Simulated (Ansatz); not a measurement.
## H4SeSi2, SMILES [SiH2]1[SiH2][Se]1: a relaxed scan of one distance, step by step

Program: the Ansatz DFT code, driven from Python.

At the Python prompt:
```pycon
>>> import ansatz
>>> import numpy as np
>>> BASIS_SET = 'def2-SVP'
>>> FUNCTIONAL = 'pbe'
>>> geometry_ang = [
...     ('Si', (-0.924, -0.2313, -0.5018)),
...     ('Si', (0.9342, -0.0223, 0.5694)),
...     ('Se', (0.1384, 1.8019, -0.6109)),
...     ('H', (-0.8247, -0.9383, -1.7723)),
...     ('H', (-2.1655, -0.1371, 0.3236)),
...     ('H', (0.8037, 0.1458, 2.0256)),
...     ('H', (2.0992, -0.6868, -0.0792)),
... ]
>>> h4sesi2 = ansatz.Crystal.molecule()
>>> for symbol, xyz in geometry_ang:
...     h4sesi2 = h4sesi2.atom(symbol, xyz)
...
>>> calculation = (
...     h4sesi2.calculation()
...     .basis(gaussian=BASIS_SET)
...     .functional(FUNCTIONAL)
... )
>>> symbols = [site.symbol for site in h4sesi2.cartesian_sites]
>>> pairs = [(0, 1), (0, 2), (0, 3), (0, 4), (1, 2), (1, 5)]
>>> print('held (A)   E (eV)        ', '  '.join(f'{symbols[i]}{i}-{symbols[j]}{j}' for i, j in pairs))
held (A)   E (eV)         Si0-Si1  Si0-Se2  Si0-H3  Si0-H4  Si1-Se2  Si1-H5
>>> for length in [2.11, 2.3, 2.48, 2.76, 3.1]:
...     report = calculation.relax(constraints=[ansatz.DistanceConstraint((0, 2), at=length)], force_tolerance=0.02, max_steps=60).run(threads=1).report
...     xyz = np.array(report['positions_ang'])
...     print(f'{length:6.2f} {report["free_energy_ev"]:14.5f}  ', '  '.join(f'{np.linalg.norm(xyz[i] - xyz[j]):.3f}' for i, j in pairs))
...
DeckWarning: relax.constraints: the input's atoms, or those drawn, lie off the distances that are held; a relaxation that starts there is brought onto them ahead of its first SCF, by positions alone, an atom by 9.33e-2 Å at the most. With the symmetry detection on, the symmetry is detected on the input's atoms as so [...]
  2.11   -81139.18735   2.271  2.110  1.505  1.505  2.346  1.500
  2.30   -81139.49663   2.278  2.300  1.502  1.502  2.322  1.501
  2.48   -81139.39839   2.287  2.480  1.500  1.500  2.307  1.503
  2.76   -81138.98923   2.308  2.760  1.499  1.499  2.273  1.505
  3.10   -81138.49029   2.351  3.100  1.504  1.504  2.239  1.506
```

Reading the output:
- Total energies depend on the basis set; only differences at equal settings carry meaning.
- Warnings are shown shortened and without file and line.
- The energies are electronic: no zero-point or thermal terms, and the basis set is short of its limit.
- Hardware and time: 80 s on 1 thread of Arm Neoverse V1, on a shared host, peak memory 0.2 GiB.
